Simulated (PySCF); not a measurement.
# C₃H₁₂GeSSi: electronic excitations

Wanted: the electronic excitations of C₃H₁₂GeSSi (`C[C@]([SiH3])([GeH3])CS`), by calculation.

Computed with PySCF 2.14.0, with density-fitted response routines of our own, on a single molecule in the gas phase. Atoms count from 0, in the outputs and in this text.

## Step 1: The starting structure

18 atoms, charge 0, multiplicity 1; geometry from: GFN2-xTB.

Bonds of the start (Å): C0–C1 1.53, C1–Si2 1.91, C1–Ge3 2.00, C1–C4 1.52, C4–S5 1.84, C0–H6 1.09, C0–H7 1.09, C0–H8 1.09, Si2–H9 1.46, Si2–H10 1.46, Si2–H11 1.46, Ge3–H12 1.50, Ge3–H13 1.50, Ge3–H14 1.50, C4–H15 1.09, C4–H16 1.09, S5–H17 1.33.

## Step 2: Excited states and response: PBE0/def2-SVPD

The job: settings as JSON, then the geometry in Å.

```
{"job": {"kind": "uv", "xc": "PBE0", "basis": "def2-SVPD", "nstates": 8, "ntriplets": 3}, "charge": 0, "multiplicity": 1}
C      0.409396    -1.497333     0.614990
C     -0.078836    -0.120494     0.176121
Si    -1.898683     0.139178     0.707551
Ge     0.030247    -0.015680    -1.815924
C      0.771744     0.960418     0.815475
S      2.513745     0.968058     0.238344
H      0.298152    -1.630151     1.691652
H     -0.152090    -2.284830     0.112616
H      1.465365    -1.622446     0.368040
H     -2.717421    -0.914645     0.110526
H     -2.343674     1.458041     0.251180
H     -1.958962     0.069388     2.168992
H     -0.124187     1.396740    -2.306393
H      1.321232    -0.547588    -2.359604
H     -1.067612    -0.815960    -2.446089
H      0.841745     0.813118     1.895294
H      0.376944     1.958310     0.624812
H      2.304137     1.692195    -0.859239
```

With the program's defaults for keys left out, this is: TDDFT PBE0/def2-SVPD, vertical, gas phase, core orbitals frozen in the response.

On the command line:

```console
OMP_NUM_THREADS=1 python probes_run.py task.json out
```

This one command runs all jobs of the session in turn.

The program printed:

```text
coarse grid: 65352 points
cycle   1  E = -2884.9422701537  dE = -3.237e-01  |g| = 4.612e-01  |ddm| = 6.788e+00
cycle   2  E = -2884.9266205275  dE =  1.565e-02  |g| = 5.396e-01  |ddm| = 1.556e+00
cycle   3  E = -2884.9790404319  dE = -5.242e-02  |g| = 7.247e-02  |ddm| = 8.884e-01
cycle   4  E = -2884.9803027489  dE = -1.262e-03  |g| = 3.026e-02  |ddm| = 2.362e-01
cycle   5  E = -2884.9805216389  dE = -2.189e-04  |g| = 6.056e-03  |ddm| = 6.609e-02
cycle   6  E = -2884.9805314578  dE = -9.819e-06  |g| = 1.422e-03  |ddm| = 1.938e-02
final grid: 134800 points
cycle   7  E = -2884.9804381344  dE = -5.008e-08  |g| = 1.736e-03  |ddm| = 2.382e-02
cycle   8  E = -2884.9804375860  dE =  5.484e-07  |g| = 2.256e-03  |ddm| = 8.704e-03
cycle   9  E = -2884.9804389299  dE = -1.344e-06  |g| = 1.356e-04  |ddm| = 4.823e-03
cycle  10  E = -2884.9804389346  dE = -4.694e-09  |g| = 2.452e-05  |ddm| = 3.461e-04
cycle  11  E = -2884.9804389348  dE = -1.442e-10  |g| = 1.361e-05  |ddm| = 8.840e-05
converged SCF energy = -2884.9804389348

Static polarisability (au): isotropic 115.682, principal 102.088 114.813 130.144

Singlet excitations
state   eV       nm        f      main configurations
  1   5.4959    225.6   0.00647   H->L 0.82, H->L+2 0.10
  2   5.9598    208.0   0.02104   H->L+1 0.90
  3   6.5268    190.0   0.02193   H->L+2 0.70, H->L 0.13
  4   6.6903    185.3   0.00322   H-1->L 0.77, H->L+3 0.13
  5   6.7480    183.7   0.03022   H->L+3 0.69, H-1->L 0.12
  6   6.9645    178.0   0.06543   H-1->L+1 0.94
  7   7.0126    176.8   0.00264   H->L+4 0.69, H->L+6 0.13
  8   7.1168    174.2   0.02038   H->L+6 0.80, H->L+4 0.12

Triplet excitations (Tamm-Dancoff, eV): 5.0749 5.5158 6.2707
```

It took 1.8 min on 1 thread of Arm Neoverse N1, shared host; peak memory 1.1 GiB.

Frontier orbitals and where they lie:

```csv
orbital,eV,atoms
HOMO−3,-9.35,"Ge3 30 %, H14 22 %, H13 12 %"
HOMO−2,-8.77,"C1 23 %, Ge3 13 %, S5 12 %"
HOMO−1,-7.83,"C1 30 %, Ge3 13 %, Si2 12 %"
HOMO,-6.98,"S5 73 %, C4 8 %, H17 6 %"
LUMO,-0.04,"S5 28 %, Si2 12 %, Ge3 11 %"
LUMO+1,0.17,"S5 28 %, Ge3 20 %, H13 9 %"
LUMO+2,0.55,"Si2 26 %, S5 13 %, Ge3 11 %"
```

With each of the 8 states as a Gaussian band of 0.4 eV half-width at 1/e, the curve within the window shown has maxima at 180 nm (ε 4,800) L/(mol cm). Beyond the last state computed it falls off for lack of states. The curve at chosen wavelengths:

```
 nm  ε (L/mol/cm)
167          1332
170          2384
174          3868
177          4615
181          4774
184          4337
188          3383
191          2646
195          1871
198          1498
201          1282
205          1140
208          1071
212           964
215           862
219           712
222           601
225           499
229           380
232           303
236           216
239           162
243           106
246            74
250            44
253            29
```

Further results of this job:

| property | computed |
| --- | --- |
| dipole moment (D) | 1.04 |
| polarisability (Å³) | 17.14 |
| HOMO–LUMO gap (eV) | 6.94 |
| −ε(HOMO) (eV) | 6.98 |

## Step 3: What came out

| quantity | value |
| --- | --- |
| lowest singlet (PBE0/def2-SVPD) | 5.50 eV (226 nm), f = 0.006 |
| brightest single state of those computed | state 6, 6.96 eV, f = 0.065 |
| lowest triplet | 5.07 eV |

What this shows: The first singlet state (HOMO→LUMO 0.82, HOMO→LUMO+2 0.10) lies at 5.50 eV and is weak; of the 8 states computed, the strongest absorption comes from state 6 at 6.96 eV. The lowest triplet lies 0.42 eV below the lowest singlet (triplets in Tamm-Dancoff, singlets in full TDDFT).
